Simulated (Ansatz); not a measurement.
# BH4NTe (SMILES B[Te]N): single points off equilibrium

The task here is to estimate one member of a computed series from the others.

Method: single points in def2-TZVPP; program: Ansatz 0.2.0, Gaussian basis.

Correlated methods freeze the cores. Filled d shells of the heavier atoms are correlated. Core potentials replace the inner electrons past krypton, and spin-orbit coupling is left out.

### The starting structure

SMILES `B[Te]N`, 7 atoms, charge 0, spin multiplicity 1.

Atoms are counted from 1 here; the program's logs count them from 0.

Bond lengths: B1–Te2 2.116 Å, B1–H4 1.217 Å, B1–H5 1.165 Å, Te2–N3 2.113 Å, N3–H6 1.034 Å, N3–H7 1.022 Å. Angles: Te2–B1–H4 120.2°, Te2–B1–H5 117.0°, H4–B1–H5 122.8°, B1–Te2–N3 96.0°, Te2–N3–H6 109.7°, Te2–N3–H7 110.0°, H6–N3–H7 103.8°.

Coordinates:

```xyz
7

B    -1.0472    0.1508   -1.1926
Te    0.5983    1.1465   -0.3099
N     1.1023   -0.4079    1.0301
H    -1.3952   -0.9398   -0.7794
H    -1.6037    0.7068   -2.0524
H     0.3820   -0.4782    1.7688
H     1.9539   -0.1663    1.5418
```

Set-up of the first run:

The input, run/in.yaml:

```yaml
crystal:
  periodic: [false, false, false]
  atoms:
    - {symbol: B, position_ang: [-1.047200, 0.150800, -1.192600]}
    - {symbol: Te, position_ang: [0.598300, 1.146500, -0.309900]}
    - {symbol: N, position_ang: [1.102300, -0.407900, 1.030100]}
    - {symbol: H, position_ang: [-1.395200, -0.939800, -0.779400]}
    - {symbol: H, position_ang: [-1.603700, 0.706800, -2.052400]}
    - {symbol: H, position_ang: [0.382000, -0.478200, 1.768800]}
    - {symbol: H, position_ang: [1.953900, -0.166300, 1.541800]}
basis:
  gaussian: {orbitals: def2-TZVPP}
correlation: {method: ccsd_t}
output: {forces: true}
```

No record of the launch command was kept for these runs.

Among the steps run: CCSD(T)/def2-TZVPP; PBE0-D4/def2-TZVPP; wB97M-V/def2-TZVPP; r2SCAN-D4/def2-TZVPP; PBE-D4/def2-TZVPP; BHLYP-D4/def2-TZVPP; r2SCANh-D4/def2-TZVPP.

One table of the session follows, with a row left open; its other results are not shown here.

```
    method  RMS force component (eV/Å)  angle to CCSD(T) forces (°)  dipole (D)
   CCSD(T)                       0.448                    reference        1.64
   PBE0-D4                       0.483                          6.6        1.61
   wB97M-V                       0.491                         10.3        1.49
 r2SCAN-D4                       0.435                          3.9        1.66
    PBE-D4                       0.388                         19.0        1.81
  BHLYP-D4                           ?                            ?           ?
r2SCANh-D4                       0.470                          6.0        1.61
```

Estimate the missing values for BHLYP-D4.

The run gave: RMS force component (eV/Å): 0.569; angle to CCSD(T) forces (°): 23.6; dipole (D): 1.44. In the column «RMS force component (eV/Å)» it is the highest.
